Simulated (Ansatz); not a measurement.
# C6H15In: taking an electron away

An exercise on one series of results from a longer session: the logs are not shown, and one member is left open.

Method: unrestricted cation, the program's frozen cores in correlated methods; program: Ansatz 0.2.0, Gaussian basis.

The runs, in order: UKS PBE-D4/def2-TZVPP; UKS r2SCAN-D4/def2-TZVPP; UKS PBE0-D4/def2-TZVPP; UKS B3LYP-D4/def2-TZVPP; UKS wB97X-V/def2-TZVPP; UKS wB97M-V/def2-TZVPP; UKS B2PLYP/def2-TZVPP; UHF-CCSD(T)/def2-TZVPP; UHF-MP2/def2-QZVPP; extrapolation to the limit; then −ε(HOMO) from the neutral's earlier runs with LDA (SPW92), PBE-D4, revPBE-D4, BLYP-D4, r2SCAN-D4, B97M-V, PBE0-D4, B3LYP-D4, r2SCANh-D4, r2SCAN0-D4, HSE06-D4, BHLYP-D4, CAM-B3LYP-D4, LC-ωPBE, ωB97X-V, ωB97M-V.

## Structure used throughout

An earlier PBE0-D4 in a triple-zeta def2 set relaxation fixed the geometry. In takes the def2 core potential; no spin-orbit term is included.

SMILES `C[CH](C)[InH][CH](C)C`, 22 atoms, charge 0, spin multiplicity 1.

Atoms are counted from 1 here; the program's logs count them from 0.

Bond lengths: C1–C2 1.521 Å, C1–H8 1.093 Å, C1–H9 1.095 Å, C1–H10 1.099 Å, C2–C3 1.526 Å, C2–In4 2.188 Å, C2–H11 1.096 Å, C3–H12 1.094 Å, C3–H13 1.098 Å, C3–H14 1.096 Å, In4–C5 2.188 Å, In4–H15 1.745 Å, C5–C6 1.523 Å, C5–C7 1.523 Å, C5–H16 1.098 Å, C6–H17 1.098 Å, C6–H18 1.093 Å, C6–H19 1.095 Å and more. Angles: C2–C1–H8 112.4°, C2–C1–H9 111.6°, C2–C1–H10 111.2°, H8–C1–H9 107.1°, H8–C1–H10 107.3°, H9–C1–H10 107.0°, C1–C2–C3 111.4°, C1–C2–In4 112.9°, C1–C2–H11 108.9°, C3–C2–In4 109.6°, C3–C2–H11 108.0°, In4–C2–H11 105.8°, C2–C3–H12 112.5°, C2–C3–H13 111.0°, C2–C3–H14 111.9°, H12–C3–H13 107.2°, H12–C3–H14 107.6°, H13–C3–H14 106.4° and more.

The first run:

Input file in.yaml:

```yaml
crystal:
  periodic: [false, false, false]
  atoms:
    - {symbol: C, position_ang: [0.495087, -2.694683, -1.665548]}
    - {symbol: C, position_ang: [0.789307, -1.424977, -0.882130]}
    - {symbol: C, position_ang: [1.561058, -1.728629, 0.398386]}
    - {symbol: In, position_ang: [-1.015274, -0.284346, -0.400587]}
    - {symbol: C, position_ang: [-0.889368, 1.823966, 0.170874]}
    - {symbol: C, position_ang: [-1.904037, 2.191870, 1.245266]}
    - {symbol: C, position_ang: [0.522253, 2.233633, 0.568849]}
    - {symbol: H, position_ang: [-0.000727, -2.491403, -2.618672]}
    - {symbol: H, position_ang: [-0.154050, -3.373807, -1.103882]}
    - {symbol: H, position_ang: [1.418831, -3.245721, -1.889354]}
    - {symbol: H, position_ang: [1.405174, -0.761120, -1.500055]}
    - {symbol: H, position_ang: [1.843277, -0.822295, 0.941872]}
    - {symbol: H, position_ang: [2.487303, -2.276429, 0.178414]}
    - {symbol: H, position_ang: [0.984151, -2.359071, 1.083845]}
    - {symbol: H, position_ang: [-2.569433, -1.076249, -0.430539]}
    - {symbol: H, position_ang: [-1.156952, 2.361400, -0.748765]}
    - {symbol: H, position_ang: [-1.874425, 3.267226, 1.466444]}
    - {symbol: H, position_ang: [-2.927427, 1.944542, 0.951778]}
    - {symbol: H, position_ang: [-1.701934, 1.673098, 2.188326]}
    - {symbol: H, position_ang: [0.851766, 1.718652, 1.477297]}
    - {symbol: H, position_ang: [0.579261, 3.309921, 0.779645]}
    - {symbol: H, position_ang: [1.256158, 2.014420, -0.211473]}
basis:
  gaussian: {orbitals: def2-TZVPP}
total_charge: 1
magnetization: {spin_polarized: true, initial_magnetization: 1}
hamiltonian: {xc: pbe, dispersion: d4}
```

The run is started by

```
$ ansatz run in.yaml --threads 4 --pin off --events-out ev --progress --plain --max-ram 66560MiB --backend cuda --devices 0, --max-vram 37GiB
```

Steps of the session up to this table: Cation, UKS PBE-D4/def2-TZVPP; Cation, UKS r2SCAN-D4/def2-TZVPP; Cation, UKS PBE0-D4/def2-TZVPP; Cation, UKS B3LYP-D4/def2-TZVPP; Cation, UKS wB97X-V/def2-TZVPP; Cation, UKS wB97M-V/def2-TZVPP; Cation, UKS B2PLYP (frozen core)/def2-TZVPP; Cation, UHF-CCSD(T)/def2-TZVPP; Cation, UHF-MP2/def2-QZVPP.

One table of the session follows, with a row left open; its other results are not shown here.

For comparison, −ε(HOMO) of the neutral from earlier runs:

| functional | −ε(HOMO) (eV) |
| --- | --- |
| LDA (SPW92) | 5.32 |
| PBE-D4 | 5.18 |
| revPBE-D4 | 5.12 |
| BLYP-D4 | 5.05 |
| r2SCAN-D4 | 5.34 |
| B97M-V | 5.43 |
| PBE0-D4 | 6.24 |
| B3LYP-D4 | 6.06 |
| r2SCANh-D4 | 5.74 |
| r2SCAN0-D4 | 6.35 |
| HSE06-D4 | 5.85 |
| BHLYP-D4 | 7.22 |
| CAM-B3LYP-D4 | 7.50 |
| LC-ωPBE | 8.77 |
| ωB97X-V | 8.44 |
| ωB97M-V | ? |

Q: Estimate the row for ωB97M-V from the others.

**Answer.** −ε(HOMO) (eV): 8.35. In the column «−ε(HOMO) (eV)» it lies between CAM-B3LYP-D4 (7.50) and ωB97X-V (8.44).

Caveats from the session: The cation may have settled in a state other than its lowest; no search over hole states beyond the program's own was made.
